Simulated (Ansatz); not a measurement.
From input file to script: Pt, space group Im-3m in Ansatz 0.2.0.

```yaml
crystal:
  lattice:
    - [-1.58422, 1.58422, 1.58422]
    - [1.58422, -1.58422, 1.58422]
    - [1.58422, 1.58422, -1.58422]
  atoms:
    - { symbol: Pt, position: [0.0, 0.0, 0.0] }
basis:
  ecutwfc: 489.8049524278
kpoints:
  mp_grid: { grid: [15, 15, 15], shift: [0.0, 0.0, 0.0] }
hamiltonian:
  xc: lda
scf:
  occupations: { method: fermi_dirac }
relax:
  max_steps: 60
  cell: { fix: [angles] }
output:
  write_density: true
  write_potential: true
  volumetric_format: npy
  elf: true
```

On the command line:
```console
$ ansatz run input.yaml --threads 1 --pin off --max-ram 3072MiB --backend cpu --events-out ev --progress --plain --runs-dir out
Warning: crystal.symmetry: narrowed to the stabiliser of the fixed cell quantities (relax.cell.fix) — unitary ops 48 → 12. The narrowing is safe, since a smaller group never makes results wrong: the run goes on under it, on as many k-points as the starting group would need, or more. Excluded: 36 operations that would move a fixed cell quantity at a test strain (relax.cell.fix fixes alpha, beta, gamma). The cell can leave their symmetry as it relaxes.
Engine: ansatz 0.2.0, aarch64-unknown-linux-gnu
Pseudopotentials: kind: paw
Pseudopotential: Pt, paw, valence charge 18, recommended cutoff 420 eV (normal), Pt.paw.azcp
Functional definition: SPW92
  exchange = slater_x
  correlation = pw_c
Crystal: 1 atoms, lattice volume = 15.904 Å³
Basis set: ecut = 489.8049524278 eV, 381 PW (Γ)
Bands: 13, of which v1, the nominal top of the filled ones, is band 9 counted from 1 (8 counted from 0)
Symmetry: 12 space group operations
k-points: 344 of 3375
Non-local potential: Pt, projectors of the file, l = 0: 3, l = 1: 2, l = 2: 2, l = 3: 1
PAW form: soft (Blöchl's): semilocal exchange-correlation on the pseudo side does not see the compensation charge
PAW frozen core: Pt, regenerated for the run's functional, and the local potential with it (the file was generated under x = pbe(κ = 0.804, μ = 0.2195149727645171), c = pbe(β = 0.06672455060314922))
PAW one-centre angular grid: Pt, 590 points (default); XC on 64 Gauss nodes
Initial density: superposition of atomic densities (neutral atoms: chi_scale 0, normalization atom), corrected by the library's trained network
Initial wavefunctions: pseudopotential atomic-orbital guess
Functional: x = slater, c = lda
SCF iter   1: F=—  HF=-12244.842216 eV  |F-HF|=—  |Δ(HF+E_count)|=         —  Δρ=5.66e-3  dr2=1.69e-3  ethr=1.77e-3  ⟨swp⟩=5.0  Hψ=25244  notcnv=0
preconditioner: auto → none  [metal: Δε(μ)=0.044 eV  Ē_g=13.535 eV  σ=0.100 eV  W_gap=0.11  n_scr=0 (ndim 8)  ℏωp=29.4 eV  f_vac=0.000  D(μ)=0.84/eV (n_scr^D=12)]
SCF iter   2: F=—  HF=-12244.841924 eV  |F-HF|=—  |Δ(HF+E_count)|=   2.92e-4  Δρ=2.53e-3  dr2=2.34e-4  ethr=9.38e-6  ⟨swp⟩=2.2  Hψ=9266  notcnv=0
SCF iter   3: F=—  HF=-12244.841928 eV  |F-HF|=—  |Δ(HF+E_count)|=   3.82e-6  Δρ=1.15e-3  dr2=4.13e-5  ethr=1.30e-6  ⟨swp⟩=2.1  Hψ=7629  notcnv=0
SCF iter   4: F=—  HF=-12244.841934 eV  |F-HF|=—  |Δ(HF+E_count)|=   6.02e-6  Δρ=7.02e-5  dr2=2.83e-7  ethr=2.30e-7  ⟨swp⟩=1.5  Hψ=5715  notcnv=0
iter 5 did not close the SCF: its close was put off for the readings that it lacked (scf_convergence_deferred on its scf_iter line)
SCF iter   5: F=-12244.841934 eV  HF=-12244.841934 eV  |F-HF|=1.64e-8  |Δ(HF+E_count)|=   2.93e-8  Δρ=1.61e-5  dr2=2.65e-8  ethr=1.57e-9  ⟨swp⟩=2.3  Hψ=7395  notcnv=0
SCF iter   6: F=-12244.841934 eV  HF=-12244.841934 eV  |F-HF|=1.16e-9  |Δ(HF+E_count)|=   8.87e-9  Δρ=4.34e-6  dr2=1.90e-9  ethr=1.47e-10  ⟨swp⟩=4.9  Hψ=21630  notcnv=0
SCF 1 converged in 6 iterations: F = -12244.841934 eV  dr2 = 1.90e-9
  greatest PAW one-centre occupation: 1.000 electrons in one spin orbital (limit 2), on the Pt atom at site 0 (counted from 0), in its partial waves of l = 0
relax step   1: F+E_penalty+E_count = -12244.84193406 eV  Δ(F+E_penalty+E_count) = +0.000e0 eV  max|allowed force component| = 0.000e0 eV/Å  Δτ_max = 0.0000 Å  P = -15.894 GPa  Ω = 15.904 Å³  fix = [alpha, beta, gamma]  reactions: alpha -0.000, beta -0.000, gamma -0.000 GPa/rad  (6 SCF iters, dr2 threshold 1.00e-7 eV, accepted)
Crystal: 1 atoms, lattice volume = 13.690 Å³
Basis set: ecut = 489.8049524278 eV, 321 PW (Γ)
Initial density: handed on by an earlier stage of this run
Initial wavefunctions: those handed on with the density
iter 1 solved again at ethr=4.07e-5 eV; its pass at ethr=3.10e-3 eV (dr2=7.32e-3 eV) is discarded
SCF iter   1: F=—  HF=-12244.785011 eV  |F-HF|=—  |Δ(HF+E_count)|=         —  Δρ=1.12e-2  dr2=7.15e-3  ethr=4.07e-5  ⟨swp⟩=1.1  Hψ=31318  notcnv=0
preconditioner: auto → none  [metal: Δε(μ)=0.090 eV  Ē_g=15.262 eV  σ=0.100 eV  W_gap=0.21  n_scr=0 (ndim 8)  ℏωp=31.7 eV  f_vac=0.000  D(μ)=0.56/eV (n_scr^D=0)]
SCF iter   2: F=—  HF=-12244.783548 eV  |F-HF|=—  |Δ(HF+E_count)|=   1.46e-3  Δρ=5.12e-3  dr2=1.03e-3  ethr=3.97e-5  ⟨swp⟩=2.5  Hψ=6209  notcnv=0
SCF iter   3: F=—  HF=-12244.783499 eV  |F-HF|=—  |Δ(HF+E_count)|=   4.89e-5  Δρ=1.20e-3  dr2=1.10e-4  ethr=5.71e-6  ⟨swp⟩=2.1  Hψ=7601  notcnv=0
SCF iter   4: F=—  HF=-12244.783476 eV  |F-HF|=—  |Δ(HF+E_count)|=   2.30e-5  Δρ=1.31e-4  dr2=5.24e-7  ethr=6.09e-7  ⟨swp⟩=2.0  Hψ=6154  notcnv=0
SCF iter   5: F=—  HF=-12244.783483 eV  |F-HF|=—  |Δ(HF+E_count)|=   6.48e-6  Δρ=6.53e-6  dr2=1.89e-9  ethr=5.56e-10  ⟨swp⟩=7.1  Hψ=23436  notcnv=0
SCF iter   6: F=-12244.783483 eV  HF=-12244.783483 eV  |F-HF|=9.09e-12  |Δ(HF+E_count)|=  6.64e-10  Δρ=5.51e-7  dr2=2.35e-11  ethr=1.05e-11  ⟨swp⟩=4.0  Hψ=22378  notcnv=0
SCF 2 converged in 6 iterations: F = -12244.783483 eV  dr2 = 2.35e-11
relax step   2: F+E_penalty+E_count = -12244.78348260 eV  Δ(F+E_penalty+E_count) = +5.845e-2 eV  max|allowed force component| = 0.000e0 eV/Å  Δτ_max = 0.0000 Å  P = +31.769 GPa  Ω = 13.690 Å³  energy of the carried Pulay correction = +3.792e-4 eV  fix = [alpha, beta, gamma]  (6 SCF iters, dr2 threshold 1.00e-7 eV, rejected (line search))
Crystal: 1 atoms, lattice volume = 15.090 Å³
Basis set: ecut = 489.8049524278 eV, 369 PW (Γ)
iter 1 solved again at ethr=1.71e-5 eV; its pass at ethr=3.10e-3 eV (dr2=3.08e-3 eV) is discarded
SCF iter   1: F=—  HF=-12244.893230 eV  |F-HF|=—  |Δ(HF+E_count)|=         —  Δρ=7.16e-3  dr2=3.03e-3  ethr=1.71e-5  ⟨swp⟩=1.2  Hψ=31031  notcnv=0
preconditioner: auto → none  [metal: Δε(μ)=0.035 eV  Ē_g=14.137 eV  σ=0.100 eV  W_gap=0.09  n_scr=0 (ndim 8)  ℏωp=30.2 eV  f_vac=0.000  D(μ)=0.75/eV (n_scr^D=12)]
SCF iter   2: F=—  HF=-12244.892736 eV  |F-HF|=—  |Δ(HF+E_count)|=   4.94e-4  Δρ=3.34e-3  dr2=5.14e-4  ethr=1.68e-5  ⟨swp⟩=1.2  Hψ=4813  notcnv=0
SCF iter   3: F=—  HF=-12244.892731 eV  |F-HF|=—  |Δ(HF+E_count)|=   5.20e-6  Δρ=8.24e-4  dr2=9.43e-5  ethr=2.86e-6  ⟨swp⟩=2.7  Hψ=7687  notcnv=0
SCF iter   4: F=—  HF=-12244.892700 eV  |F-HF|=—  |Δ(HF+E_count)|=   3.13e-5  Δρ=1.14e-4  dr2=3.58e-7  ethr=5.24e-7  ⟨swp⟩=2.0  Hψ=6180  notcnv=0
SCF iter   5: F=—  HF=-12244.892701 eV  |F-HF|=—  |Δ(HF+E_count)|=   1.21e-6  Δρ=4.61e-6  dr2=1.45e-9  ethr=1.99e-9  ⟨swp⟩=2.4  Hψ=6639  notcnv=0
SCF iter   6: F=—  HF=-12244.892701 eV  |F-HF|=—  |Δ(HF+E_count)|=  1.29e-10  Δρ=1.32e-6  dr2=1.06e-10  ethr=8.05e-12  ⟨swp⟩=1.5  Hψ=5005  notcnv=0
SCF iter   7: F=-12244.892701 eV  HF=-12244.892701 eV  |F-HF|=5.46e-12  |Δ(HF+E_count)|=  1.82e-11  Δρ=4.48e-8  dr2=1.37e-13  ethr=1.00e-12  ⟨swp⟩=5.0  Hψ=17112  notcnv=0
SCF 3 converged in 7 iterations: F = -12244.892701 eV  dr2 = 1.37e-13
relax step   3: F+E_penalty+E_count = -12244.89270097 eV  Δ(F+E_penalty+E_count) = -5.077e-2 eV  max|allowed force component| = 0.000e0 eV/Å  Δτ_max = 0.0000 Å  P = -3.303 GPa  Ω = 15.090 Å³  energy of the carried Pulay correction = +1.331e-4 eV  fix = [alpha, beta, gamma]  reactions: alpha -0.000, beta -0.000, gamma -0.000 GPa/rad  (7 SCF iters, accepted)
Crystal: 1 atoms, lattice volume = 14.915 Å³
iter 1 solved again at ethr=3.05e-7 eV; its pass at ethr=3.10e-3 eV (dr2=5.50e-5 eV) is discarded
SCF iter   1: F=—  HF=-12244.894554 eV  |F-HF|=—  |Δ(HF+E_count)|=         —  Δρ=8.88e-4  dr2=5.76e-5  ethr=3.05e-7  ⟨swp⟩=2.0  Hψ=29735  notcnv=0
preconditioner: auto → none  [metal: Δε(μ)=0.022 eV  Ē_g=14.256 eV  σ=0.100 eV  W_gap=0.06  n_scr=0 (ndim 8)  ℏωp=30.4 eV  f_vac=0.000  D(μ)=0.71/eV (n_scr^D=12)]
SCF iter   2: F=—  HF=-12244.894540 eV  |F-HF|=—  |Δ(HF+E_count)|=   1.32e-5  Δρ=4.16e-4  dr2=8.08e-6  ethr=3.05e-7  ⟨swp⟩=2.1  Hψ=5974  notcnv=0
SCF iter   3: F=—  HF=-12244.894539 eV  |F-HF|=—  |Δ(HF+E_count)|=   1.03e-6  Δρ=1.30e-4  dr2=1.06e-6  ethr=4.49e-8  ⟨swp⟩=2.3  Hψ=7383  notcnv=0
SCF iter   4: F=-12244.894539 eV  HF=-12244.894539 eV  |F-HF|=2.14e-9  |Δ(HF+E_count)|=   9.87e-8  Δρ=1.11e-5  dr2=3.67e-9  ethr=5.56e-10  ⟨swp⟩=5.2  Hψ=24911  notcnv=0
SCF 4 converged in 4 iterations: F = -12244.894539 eV  dr2 = 3.67e-9
relax step   4: F+E_penalty+E_count = -12244.89453935 eV  Δ(F+E_penalty+E_count) = -1.838e-3 eV  max|allowed force component| = 0.000e0 eV/Å  Δτ_max = 0.0000 Å  P = +0.038 GPa  Ω = 14.915 Å³  energy of the carried Pulay correction = +1.626e-4 eV  fix = [alpha, beta, gamma]  reactions: alpha -0.000, beta -0.000, gamma -0.000 GPa/rad  (4 SCF iters, dr2 threshold 1.00e-7 eV, accepted)
Initial wavefunctions: pseudopotential atomic-orbital guess (no wavefunctions were taken with the density)
iter 1 solved again at ethr=2.33e-8 eV; its pass at ethr=3.10e-3 eV (dr2=4.19e-6 eV) is discarded
SCF iter   1: F=—  HF=-12244.894405 eV  |F-HF|=—  |Δ(HF+E_count)|=         —  Δρ=9.54e-5  dr2=1.16e-7  ethr=2.33e-8  ⟨swp⟩=2.7  Hψ=36345  notcnv=0
preconditioner: auto → none  [metal: Δε(μ)=0.023 eV  Ē_g=14.257 eV  σ=0.100 eV  W_gap=0.06  n_scr=0 (ndim 8)  ℏωp=30.4 eV  f_vac=0.000  D(μ)=0.72/eV (n_scr^D=12)]
SCF iter   2: F=—  HF=-12244.894407 eV  |F-HF|=—  |Δ(HF+E_count)|=   2.16e-6  Δρ=4.69e-5  dr2=2.54e-8  ethr=6.45e-10  ⟨swp⟩=1.1  Hψ=4673  notcnv=0
SCF iter   3: F=—  HF=-12244.894407 eV  |F-HF|=—  |Δ(HF+E_count)|=   1.34e-8  Δρ=6.93e-6  dr2=4.47e-9  ethr=1.41e-10  ⟨swp⟩=2.0  Hψ=5767  notcnv=0
SCF iter   4: F=—  HF=-12244.894407 eV  |F-HF|=—  |Δ(HF+E_count)|=   1.30e-9  Δρ=7.92e-7  dr2=1.85e-11  ethr=2.48e-11  ⟨swp⟩=2.1  Hψ=6287  notcnv=0
SCF iter   5: F=-12244.894407 eV  HF=-12244.894407 eV  |F-HF|=0.00e0  |Δ(HF+E_count)|=  7.28e-12  Δρ=8.82e-8  dr2=8.12e-13  ethr=1.00e-12  ⟨swp⟩=5.0  Hψ=16836  notcnv=0
SCF 5 converged in 5 iterations: F = -12244.894407 eV  dr2 = 8.12e-13
relax step   5: F+E_penalty+E_count = -12244.89440683 eV  Δ(F+E_penalty+E_count) = +1.325e-4 eV  max|allowed force component| = 0.000e0 eV/Å  Δτ_max = 0.0000 Å  P = +0.029 GPa  Ω = 14.915 Å³  fix = [alpha, beta, gamma]  reactions: alpha -0.000, beta -0.000, gamma -0.000 GPa/rad  stress off target by 2.89e-2 GPa on what of the cell is left free  SCF on the basis re-selected at this cell (its energy is not comparable with the rows above)  (5 SCF iters)
basis re-selected at this cell: Δ(F+E_penalty+E_count) = +1.325e-4 eV, ΔP = -0.009 GPa vs the last step (what re-selecting the basis moved, of the pressure what is left beyond the Pulay correction that the steps carried, after the strain that the cell walked since its last selection, with what the two solves' SCF thresholds leave and, on support functions, any second-order correction that the steps lacked; it is no measure of the basis error at this ecutwfc). This SCF's stress stands 2.89e-2 GPa from its target on what of the cell is left free (relax.cell.stress_tol is 5.00e-2 GPa) and its largest allowed force component is 0.00e0 eV/Å (relax.f_tol is 1.00e-2 eV/Å): within both
SCF converged after 5 iterations
Free energy (F): -12244.894407 eV
Harris-Foulkes:  -12244.894407 eV  (|F-HF|=0.00e0)
Internal energy: -12244.869079 eV  (E = F + TS)
E sigma→0 (E₀):  -12244.881743 eV
Entropy (-TS):   -0.025328 eV (-25.328 meV/atom)
Fermi energy:    23.160271 eV
--- Per-component energies (eV) ---
  E_band       = -129.474876
  E_kinetic    = 639.598840
  E_local      = -1454.400951  (includes V_loc(G=0)·N_el)
  E_nonlocal   = 207.116995
  E_hartree    = 538.317693
  E_xc         = -260.807126
  E_vxc        = -303.283619  (∫ρ·V_xc dr)
  E_paw        = -9177.829530  (= ΣΔE_a)
  E_vpaw       = -295.141743  (= ΣTr[D̂ρ^β])
  E_aug_tail   = 0.000176  (compensation charges beyond the density's cutoff)
  E_ewald      = -2737.329045
  E_core_change = 0.463869  (= ΣΔE_core)
  E_smearing   = -0.025328  (= −TS)
  E_closure    = -0.000000  (closes the sum)
  Σ components = -12244.894407   (vs F -12244.894407, Δ=0.00e0)
--- Forces (eV/Å), atoms counted from 1 ---
  atom   1  Pt     0.00000000     0.00000000     0.00000000
  max |Σ_I F_I| component: 1.31e-31 eV/Å
--- Stress (GPa, compression-positive) ---
        0.028925       0.000001       0.000001
        0.000001       0.028925       0.000001
        0.000001       0.000001       0.028925
  P = ⅓ Tr σ = 0.0289 GPa (0.289 kbar)
--- Band table (eV; the first three rows and the last of 344) ---
  k-point 0: bands = ["-75.2377", "-29.1136", "-29.1136", "-29.1136", "12.9726", "19.3132", "19.3132", "19.3132", "22.0725", "22.0725", "40.1985", "40.1985", "40.1985"]
  k-point 1: bands = ["-75.2360", "-29.1362", "-29.1214", "-29.1134", "13.1650", "19.2349", "19.3126", "19.4716", "21.9688", "22.0778", "40.2959", "40.3921", "40.4837"]
  k-point 2: bands = ["-75.2313", "-29.1997", "-29.1434", "-29.1131", "13.7166", "19.0200", "19.2959", "19.9367", "21.7465", "22.0977", "40.4105", "40.6308", "41.3108"]
  k-point 343: bands = ["-75.1683", "-29.4902", "-29.4869", "-29.4869", "16.5278", "16.5480", "23.5575", "23.5575", "23.6794", "30.3485", "31.2026", "31.2026", "37.1312"]
--- Relaxed structure (4 steps of the walk, 3 accepted, 1 SCFs on fresh bases) ---
  F+E_penalty+E_count = -12244.89440683 eV   max|allowed force component| = 0.000e0 eV/Å   (the final SCF, on the basis selected at the relaxed cell)
  cell:  # Å, volume = 14.9149 Å³
    - [-1.550671227735624, 1.5506712277356243, 1.5506712277356243]
    - [1.550671227735624, -1.5506712277356243, 1.5506712277356243]
    - [1.550671227735624, 1.5506712277356243, -1.5506712277356243]
  atoms:
    - { symbol: Pt, position: [0.0, 0.0, 0.0] }
```

`pt.py`:
```python
"""Cell relaxation of Pt."""

from collections import Counter
from pathlib import Path
import json
import logging
import sys
import warnings

import ansatz as az
from ase.data import atomic_numbers
import numpy as np
from pymatgen.core import Structure
import spglib

logging.basicConfig(stream=sys.stdout, format="[%(levelname)s] %(message)s")
logger = logging.getLogger("ansatz_job")
logger.setLevel(logging.INFO)

def edges_and_angles(cell):
    cell = np.asarray(cell)
    a, b, c = np.linalg.norm(cell, axis=1)
    cosines = cell[1] @ cell[2] / (b * c), cell[0] @ cell[2] / (a * c), cell[0] @ cell[1] / (a * b)
    return (a, b, c, *np.degrees(np.arccos(cosines)))

warnings.simplefilter("ignore", az.DeckWarning)

lattice = az.Lattice.of(
    (-1.58422, 1.58422, 1.58422),
    (1.58422, -1.58422, 1.58422),
    (1.58422, 1.58422, -1.58422),
)
sites = [
    ("Pt", (0.0, 0.0, 0.0)),
]
system = az.Crystal(lattice=lattice)
for symbol, position in sites:
    system = system.atom(symbol, position)

# edges free, angles fixed
model = (
    system.calculation()
    .functional("lda")
    .basis(18 * az.Ha)
    .kpoints(15, center="gamma")
    .occupations("Fermi-Dirac")
    .relax(max_steps=60, fix_cell=["angles"])
    .density()
    .potential()
    .electron_localization_function()
    .output_files(volumetric_format="npy")
)
out = model.run(threads=1, backend="cpu", events_out="pt.ndjson")
with open("pt.ndjson") as stream:
    events = [json.loads(line) for line in stream]
steps = [e["data"] for e in events if e["event"] == "relax_step"]
summary = out.report
logger.info("step   energy (eV)     max comp. (eV/A)   P (GPa)  SCF")
for s in steps:
    logger.info(f"{s['step']:4d} {s['lagrangian_ev']:15.5f} {s['allowed_force_max_ev_ang']:12.4f} {s['pressure_gpa']:10.3f} {s['n_scf']:5d}")

first, last = steps[0], steps[-1]
symbols = [site.symbol for site in out.lattice.sites]
logger.info(f"energy gained {first['lagrangian_ev'] - last['lagrangian_ev']:.4f} eV in {len(steps) - 1} steps")
for label, vectors in (("before", first["cell_ang"]), ("after", out.lattice.cell_ang)):
    print(label, "a b c (A) {:.4f} {:.4f} {:.4f}  angles {:.2f} {:.2f} {:.2f}".format(*edges_and_angles(vectors)), f" V = {abs(np.linalg.det(vectors)):.3f} A^3")
print("final stress xx yy zz (GPa, compression positive):", np.round(np.diag(summary["stress_gpa"]), 3) + 0.0)

fractions = [site.position_frac for site in out.lattice.sites]
numbers = [atomic_numbers[s] for s in symbols]
for tolerance in (1e-3, 1e-2, 1e-1):
    print(f"space group at {tolerance} A:", spglib.get_spacegroup((out.lattice.cell_ang, fractions, numbers), symprec=tolerance))

logger.info("atom   start x y z (A)              end x y z (A)")
for symbol, a, b in zip(symbols, first["positions_ang"], last["positions_ang"]):
    print(f"{symbol:3s}", " ".join(f"{v:8.4f}" for v in a), "  ", " ".join(f"{v:8.4f}" for v in b))

change = np.array(last["positions_ang"]) @ np.linalg.inv(last["cell_ang"]) - np.array(first["positions_ang"]) @ np.linalg.inv(first["cell_ang"])
moved = np.linalg.norm(change @ np.array(last["cell_ang"]), axis=1)
print("displacement within the cell, strain taken out (A):", " ".join(f"{s}:{d:.3f}" for s, d in zip(symbols, moved)))

logger.info("%-22s %14.5f eV" % ("F = E - TS", summary["free_energy_ev"]))
logger.info("%-22s %14.5f eV" % ("E", summary["internal_energy_ev"]))
logger.info("%-22s %14.5f eV" % ("Harris-Foulkes", summary["harris_foulkes_ev"]))
logger.info("%-22s %14.5f eV" % ("Fermi level", summary["fermi_energy_ev"]))

folder = Path(out.write_results("fields"))
logger.info("densities in e/A^3, potentials in eV, ELF without unit")
for name in sorted(p.name for p in folder.glob("*.npy")):
    field = np.load(folder / name)
    logger.info(f"{name:16s} {str(field.shape):16s} min {field.min():10.4f}  mean {field.mean():10.4f}  max {field.max():10.4f}")

final = Structure(out.lattice.cell_ang, [s.symbol for s in out.lattice.sites], [s.position_frac for s in out.lattice.sites])
# first shell of each atom, within 15 % of its shortest distance
shortest = {}
for site, neighbours in zip(final, final.get_all_neighbors(5.0)):
    for other in neighbours:
        pair = "-".join(sorted((site.specie.symbol, other.specie.symbol)))
        shortest[pair] = min(shortest.get(pair, 9e9), other.nn_distance)
for pair, distance in sorted(shortest.items(), key=lambda item: item[1]):
    logger.info(f"shortest {pair:6s} {distance:.4f} A")
```

Running `python pt.py` prints:
```text
[INFO] step   energy (eV)     max comp. (eV/A)   P (GPa)  SCF
[INFO]    1    -12244.84193       0.0000    -15.894     6
[INFO]    2    -12244.78348       0.0000     31.769     6
[INFO]    3    -12244.89270       0.0000     -3.303     7
[INFO]    4    -12244.89454       0.0000      0.038     4
[INFO]    5    -12244.89441       0.0000      0.029     5
[INFO] energy gained 0.0525 eV in 4 steps
before a b c (A) 2.7439 2.7439 2.7439  angles 109.47 109.47 109.47  V = 15.904 A^3
after a b c (A) 2.6858 2.6858 2.6858  angles 109.47 109.47 109.47  V = 14.915 A^3
final stress xx yy zz (GPa, compression positive): [0.029 0.029 0.029]
space group at 0.001 A: Im-3m (229)
space group at 0.01 A: Im-3m (229)
space group at 0.1 A: Im-3m (229)
[INFO] atom   start x y z (A)              end x y z (A)
Pt    0.0000   0.0000   0.0000      0.0000   0.0000   0.0000
displacement within the cell, strain taken out (A): Pt:0.000
[INFO] F = E - TS               -12244.89441 eV
[INFO] E                        -12244.86908 eV
[INFO] Harris-Foulkes           -12244.89441 eV
[INFO] Fermi level                  23.16027 eV
[INFO] densities in e/A^3, potentials in eV, ELF without unit
[INFO] elf.npy          (20, 20, 20)     min     0.1803  mean     0.3139  max     0.6891
[INFO] rho.npy          (20, 20, 20)     min     0.2156  mean     1.2069  max    12.0105
[INFO] v_es.npy         (20, 20, 20)     min   -68.9117  mean    11.1370  max    25.7585
[INFO] v_tot.npy        (20, 20, 20)     min  -100.7637  mean    -3.1108  max    15.8633
[INFO] shortest Pt-Pt  2.6858 A
```

Reading the output:
- Total energies depend on the potentials; only differences at equal settings carry meaning. A total without «per atom» is that of the cell as typed.
- The zero of the levels is a convention of the potentials, so an absolute Fermi energy is no work function.
- Energies along a relaxation are free energies. Rows at an unchanged volume are solved on a plane-wave basis chosen afresh for that cell, so the energy jumps there and such rows are no steps of the walk.
- Edges and angles are those of the cell as typed, here a primitive one, not of the conventional cell.
- Spin-orbit coupling, which matters for elements this heavy, is left out.
- Densities and potentials on the grid are those of the valence electrons, and inside the cores they hang on the potentials used.
- This isn't the structure that Pt takes at ambient conditions.
- The script silences the warnings on its input, which a real study should read.
- Finished in 24 s on 1 thread of Arm Neoverse V1 (shared host), peak memory 0.47 GiB.

(Lines on the test bed's own set-up are left out of the output.)
